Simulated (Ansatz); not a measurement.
**GaSnH₅: up Jacob's ladder to CCSD(T)**

An exercise on one series of results from a longer session: the logs are not shown, and one member is left open.

Computed with Ansatz 0.2.0, Gaussian basis. Level: functionals in def2-TZVPP, the program's frozen cores in correlated methods.

The runs, in order: LDA (SPW92), PBE-D4, revPBE-D4, BLYP-D4, r2SCAN-D4, B97M-V, PBE0-D4, B3LYP-D4, r2SCANh-D4, r2SCAN0-D4, HSE06-D4, BHLYP-D4, CAM-B3LYP-D4, LC-ωPBE, ωB97X-V, ωB97M-V, B2PLYP, PBE-QIDH; CCSD(T)/def2-SVP; CCSD(T)/def2-TZVPP; MP2/def2-QZVPP; extrapolation to the limit; RPA on PBE.

1 further run of the same task is left out (for a known fault of the program).

**The geometry**

An earlier PBE0-D4 in a triple-zeta def2 set relaxation fixed the geometry. Sn takes the def2 core potential; no spin-orbit term is included.

SMILES `[GaH2][SnH3]`, 7 atoms, charge 0, spin multiplicity 1.

Atoms are counted from 1 here; the program's logs count them from 0.

Bond lengths: Ga1–Sn2 2.619 Å, Ga1–H3 1.573 Å, Ga1–H4 1.572 Å, Sn2–H5 1.710 Å, Sn2–H6 1.711 Å, Sn2–H7 1.713 Å. Angles: Sn2–Ga1–H3 120.0°, Sn2–Ga1–H4 121.0°, H3–Ga1–H4 119.0°, Ga1–Sn2–H5 113.4°, Ga1–Sn2–H6 112.2°, Ga1–Sn2–H7 110.3°, H5–Sn2–H6 107.2°, H5–Sn2–H7 106.8°, H6–Sn2–H7 106.6°.

Set-up of the first run:

Contents of in.yaml:

```yaml
crystal:
  periodic: [false, false, false]
  atoms:
    - {symbol: Ga, position_ang: [-0.416606, -1.483187, 0.084952]}
    - {symbol: Sn, position_ang: [0.270309, 1.039331, -0.070109]}
    - {symbol: H, position_ang: [-0.409468, -2.215867, 1.476476]}
    - {symbol: H, position_ang: [-0.823380, -2.291869, -1.200454]}
    - {symbol: H, position_ang: [-0.223995, 1.790242, -1.524965]}
    - {symbol: H, position_ang: [-0.370471, 1.963687, 1.219302]}
    - {symbol: H, position_ang: [1.973601, 1.197662, 0.014777]}
basis:
  gaussian: {orbitals: def2-TZVPP}
hamiltonian: {xc: lda}
output: {orbitals: {seedname: orbitals}}
```

On the command line:

```bash
> ansatz run in.yaml --threads 2 --pin off --events-out ev --progress --plain --max-ram 4352MiB
```

Among the steps run: LDA; PBE-D4 (GGA); revPBE-D4 (GGA); BLYP-D4 (GGA); r2SCAN-D4 (meta-GGA); B97M-V (meta-GGA); PBE0-D4 (hybrid); B3LYP-D4 (hybrid); r2SCANh-D4 (hybrid); r2SCAN0-D4 (hybrid); HSE06-D4 (hybrid); BHLYP-D4 (hybrid); CAM-B3LYP-D4 (range-separated); LC-ωPBE (range-separated); ωB97X-V (range-separated); ωB97M-V (range-separated); B2PLYP (double hybrid); PBE-QIDH (double hybrid).

One table of the session follows, with a row left open; its other results are not shown here.

It belongs to the step «Orbital energies across the functionals». 

| functional | HOMO (eV) | LUMO (eV) | gap (eV) |
| --- | --- | --- | --- |
| LDA (SPW92) | -6.52 | -3.26 | 3.26 |
| PBE-D4 | -6.41 | -3.03 | 3.38 |
| revPBE-D4 | -6.37 | -2.92 | 3.44 |
| BLYP-D4 | -6.28 | -2.98 | 3.30 |
| r2SCAN-D4 | -6.67 | -2.81 | 3.85 |
| B97M-V | -6.73 | -3.04 | 3.69 |
| PBE0-D4 | -7.41 | -2.25 | 5.16 |
| B3LYP-D4 | -7.23 | -2.51 | 4.71 |
| r2SCANh-D4 | -7.03 | -2.54 | 4.49 |
| r2SCAN0-D4 | -7.58 | -2.13 | 5.44 |
| HSE06-D4 | -7.02 | -2.62 | 4.40 |
| BHLYP-D4 | -8.30 | -1.51 | 6.79 |
| CAM-B3LYP-D4 | -8.61 | -1.35 | 7.27 |
| LC-ωPBE | ? | ? | ? |
| ωB97X-V | -9.56 | -0.34 | 9.22 |
| ωB97M-V | -9.39 | -0.55 | 8.84 |

Estimate the missing values for LC-ωPBE.

The run gave: HOMO (eV): -9.87; LUMO (eV): -0.19; gap (eV): 9.69. In the column «HOMO (eV)» it is the lowest.
